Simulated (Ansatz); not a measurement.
# NiI2: the cost of one run

Computed with Ansatz 0.2.0 (DFT r2SCAN+D3(BJ), scalar-relativistic, plane waves, PAW, unless a step's input says otherwise).

The COD entry's cell or inner coordinates are ideal or old and differ from later refinements, so a difference from it is no clean test against experiment.

## 1. The starting structure

It takes space group R-3m (No. 166, trigonal). The conventional cell has a = 3.922 Å, b = 3.922 Å, c = 19.808 Å, α = 90.00°, β = 90.00°, γ = 120.00°. Ni (site symmetry -3m) has 6 I at 2.74 Å as nearest neighbours. I (site symmetry 3m) is surrounded by 3 Ni at 2.74 Å.

As a file:

```
CELL_PARAMETERS angstrom
3.92200 0.00000 0.00000
-1.96100 3.39655 0.00000
0.00000 2.26437 13.20533
ATOMIC_POSITIONS crystal
Ni 0.00000 0.00000 0.00000
Ni 0.50000 0.00000 0.50000
I 0.37250 0.74500 0.88250
I 0.87250 0.74500 0.38250
I 0.12750 0.25500 0.61750
I 0.62750 0.25500 0.11750
```

The structure rests on an entry of the Crystallography Open Database; cell or positions may have been set otherwise for this series.

## 2. Relaxing cell and atoms: NiI2, moments +−

Contents of input.yaml:

```yaml
crystal:
  lattice:
    - [3.922, 0.0, 0.0]
    - [-1.961, 3.3965516336, 0.0]
    - [0.0, 2.2643677558, 13.2053333333]
  atoms:
    - { symbol: Ni, position: [0.0, 0.0, 0.0], spin: 2.0 }
    - { symbol: Ni, position: [0.5, 0.0, 0.5], spin: -2.0 }
    - { symbol: I, position: [0.3725, 0.745, 0.8825] }
    - { symbol: I, position: [0.8725, 0.745, 0.3825] }
    - { symbol: I, position: [0.1275, 0.255, 0.6175] }
    - { symbol: I, position: [0.6275, 0.255, 0.1175] }
magnetization:
  spin_polarized: true
scf:
  occupations: { method: gaussian, width: 0.02 }
output:
  forces: true
  stress: true
  populations: true
  write_density: true
  write_potential: true
  elf: true
  volumetric_format: npy
hamiltonian:
  dispersion: d3bj
  xc: r2scan
relax:
  f_tol: 0.01
  cell: { stress_tol: 0.05, p_target: 0 }
kpoints:
  mp_grid: { grid: [9, 9, 3] }
```

Started as:

```sh
> ansatz run input.yaml --threads 4 --pin off --max-ram 10240MiB --backend cpu --events-out ev --progress --plain --runs-dir out
```

Q: Estimate wall time and peak memory on 4 threads of Intel Xeon 6975P-C (Granite Rapids), shared host.

About 1.7 min, with a peak of 1.9 GiB.
